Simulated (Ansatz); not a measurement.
# K+ with AlF3: structure and interaction energy

An exercise on one series of results from a longer session: the logs are not shown, and one member is left open.

Computed with Ansatz 0.2.0, Gaussian basis. Level: PBE0-D4 structure, single points in def2-TZVPPD.

Levels: PBE-D4, revPBE-D4, BLYP-D4, r2SCAN-D4, B97M-V, PBE0-D4, B3LYP-D4, HSE06-D4, wB97X-V, wB97M-V, B2PLYP, Hartree-Fock, MP2, CCSD, CCSD(T). The reference is CCSD(T) extrapolated to the basis limit. For elements past Ar these valence bases correlate outer-core shells poorly and lack relativity, so that limit is rough.

Cores are frozen in the correlated methods. The outer core shell of Li, Na, Mg and K is correlated. B3LYP uses VWN-RPA correlation. B2PLYP carries no dispersion term here.

163 further runs of the same task are left out: 163 set aside as unsound or not needed. Runs told in other sessions of the task aren't counted.

### Starting geometry

The pair, from a GFN2-xTB docking trial: 5 atoms, charge 1, spin multiplicity 1.

Atoms are counted from 1 here; the program's logs count them from 0.

Bond lengths: K1–F5 2.209 Å, F2–Al3 1.632 Å, Al3–F4 1.617 Å, Al3–F5 1.674 Å. Angles: F2–Al3–F4 130.7°, F2–Al3–F5 107.2°, F4–Al3–F5 122.1°, K1–F5–Al3 138.6°.

Coordinates:

```
K    -0.1120   -0.1965   -2.8242
F     0.0812   -1.5636    0.7314
Al    0.0350    0.0659    0.7999
F     0.0494    1.0691    2.0679
F    -0.0535    0.6251   -0.7750
```

Atoms 1 to 1 are fragment A (K+), the rest fragment B (AlF3).

The first run:

pre/in.yaml reads:

```yaml
crystal:
  periodic: [false, false, false]
  atoms:
    - {symbol: K, position_ang: [-0.112000, -0.196500, -2.824200]}
    - {symbol: F, position_ang: [0.081200, -1.563600, 0.731400]}
    - {symbol: Al, position_ang: [0.035000, 0.065900, 0.799900]}
    - {symbol: F, position_ang: [0.049400, 1.069100, 2.067900]}
    - {symbol: F, position_ang: [-0.053500, 0.625100, -0.775000]}
basis:
  gaussian: {orbitals: def2-SVP}
total_charge: 1
hamiltonian: {xc: pbe, dispersion: d4}
relax: {f_tol: 0.03, max_steps: 250}
```

Command:

```sh
> ansatz run in.yaml --threads 4 --pin off --events-out ev --progress --plain --max-ram 9574MiB
```

Steps of the session up to this table: A first relaxation in a small basis; Relaxation at PBE0-D4; wB97X-V/def2-TZVPPD; wB97M-V/def2-TZVPPD; B2PLYP/def2-TZVPPD; B97M-V/def2-TZVPPD; CCSD(T)/def2-TZVPPD; MP2/def2-QZVPPD; Hartree-Fock/STO-3G; SPW92/def2-SVP; wB97M-V/def2-SVP; CCSD(T)/def2-SVP; Vibrations of the pair.

One of the session's tables, all rows but one given; the rest of the session is left out.

```
      method  interaction (meV)
      PBE-D4               -540
   revPBE-D4               -505
     BLYP-D4               -542
   r2SCAN-D4               -543
      B97M-V               -549
     PBE0-D4               -552
    B3LYP-D4               -564
    HSE06-D4               -553
     wB97X-V               -545
     wB97M-V               -545
      B2PLYP               -534
Hartree-Fock               -526
         MP2               -530
        CCSD               -534
     CCSD(T)                  ?
 CCSD(T)/CBS               -558
```

Q: Estimate the row for CCSD(T) from the others.

**Answer.** interaction (meV): -532. In the column «interaction (meV)» it lies between CCSD (-534) and MP2 (-530).
